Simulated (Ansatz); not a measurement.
# H8OSSi3: one species, many methods

The task here is to estimate one member of a computed series from the others.

Method: functionals in def2-TZVPP, the program's frozen cores in correlated methods; program: Ansatz 0.2.0, Gaussian basis.

Plan: PBE-D4, r2SCAN-D4, PBE0-D4, B3LYP-D4, ωB97X-V, ωB97M-V, B2PLYP; CCSD(T)/def2-TZVPP; MP2/def2-QZVPP; extrapolation to the limit.

### The geometry

All runs share one geometry, relaxed beforehand with PBE0-D4 in a triple-zeta def2 set.

SMILES `[SiH3][SiH2]O[SiH2]S`, 13 atoms, charge 0, spin multiplicity 1.

Atoms are counted from 1 here; the program's logs count them from 0.

Bond lengths: Si1–Si2 2.346 Å, Si1–H6 1.488 Å, Si1–H7 1.489 Å, Si1–H8 1.488 Å, Si2–O3 1.650 Å, Si2–H9 1.489 Å, Si2–H10 1.486 Å, O3–Si4 1.632 Å, Si4–S5 2.131 Å, Si4–H11 1.479 Å, Si4–H12 1.482 Å, S5–H13 1.344 Å. Angles: Si2–Si1–H6 110.6°, Si2–Si1–H7 109.2°, Si2–Si1–H8 110.8°, H6–Si1–H7 108.7°, H6–Si1–H8 108.6°, H7–Si1–H8 108.9°, Si1–Si2–O3 111.7°, Si1–Si2–H9 109.9°, Si1–Si2–H10 110.4°, O3–Si2–H9 109.5°, O3–Si2–H10 106.9°, H9–Si2–H10 108.3°, Si2–O3–Si4 139.2°, O3–Si4–S5 112.6°, O3–Si4–H11 107.1°, O3–Si4–H12 110.5°, S5–Si4–H11 110.8°, S5–Si4–H12 104.0° and more.

Set-up of the first run:

Contents of in.yaml:

```yaml
crystal:
  periodic: [false, false, false]
  atoms:
    - {symbol: Si, position_ang: [-2.229268, -0.203199, 0.000878]}
    - {symbol: Si, position_ang: [-0.466897, 1.340280, 0.116837]}
    - {symbol: O, position_ang: [0.905000, 0.656886, 0.728867]}
    - {symbol: Si, position_ang: [1.801507, -0.693193, 0.540049]}
    - {symbol: S, position_ang: [1.884404, -1.344416, -1.487801]}
    - {symbol: H, position_ang: [-2.563910, -0.717339, 1.356859]}
    - {symbol: H, position_ang: [-3.431261, 0.468271, -0.565515]}
    - {symbol: H, position_ang: [-1.865654, -1.354820, -0.867652]}
    - {symbol: H, position_ang: [-0.186618, 1.892910, -1.236582]}
    - {symbol: H, position_ang: [-0.825999, 2.468309, 1.015333]}
    - {symbol: H, position_ang: [3.155624, -0.389606, 1.051151]}
    - {symbol: H, position_ang: [1.182208, -1.832866, 1.257723]}
    - {symbol: H, position_ang: [2.661365, -0.325917, -1.895248]}
basis:
  gaussian: {orbitals: def2-TZVPP}
hamiltonian: {xc: pbe, dispersion: d4}
output: {forces: true, orbitals: {seedname: orbitals}}
```

Command:

```console
$ ansatz run in.yaml --threads 4 --pin off --events-out ev --progress --plain --max-ram 10444MiB
```

Among the steps run: PBE-D4 (GGA); r2SCAN-D4 (meta-GGA); PBE0-D4 (hybrid); B3LYP-D4 (hybrid); ωB97X-V (range-separated); ωB97M-V (range-separated); B2PLYP (double hybrid); CCSD(T) in def2-TZVPP; MP2 in def2-QZVPP.

One table of the session follows, with a row left open; its other results are not shown here.

| method | atomisation energy (kJ/mol) |
| --- | --- |
| PBE-D4 | 4114.5 |
| r2SCAN-D4 | 4152.8 |
| PBE0-D4 | 4090.9 |
| B3LYP-D4 | 4139.5 |
| ωB97X-V | 4191.5 |
| ωB97M-V | 4162.2 |
| B2PLYP | 4082.5 |
| HF/def2-TZVPP | 3110.3 |
| MP2/def2-TZVPP | 4052.8 |
| CCSD/def2-TZVPP | 3999.5 |
| CCSD(T)/def2-TZVPP | 4045.1 |
| MP2/CBS | 4174.5 |
| CCSD(T)/CBS | ? |

**Question.** Estimate the row for CCSD(T)/CBS.

The run gave: atomisation energy (kJ/mol): 4166.8. In the column «atomisation energy (kJ/mol)» it lies between ωB97M-V (4162.2) and MP2/CBS (4174.5).

Among the levels timed on like hardware and quicker than the yardstick, those that no quicker one beats, quickest first: PBE-D4 (4 s, -52.3 kJ/mol); r2SCAN-D4 (8 s, -14.0 kJ/mol); ωB97M-V (21 s, -4.6 kJ/mol).

B2PLYP carry no dispersion term (for B3LYP, D4 adds 58.6 kJ/mol).
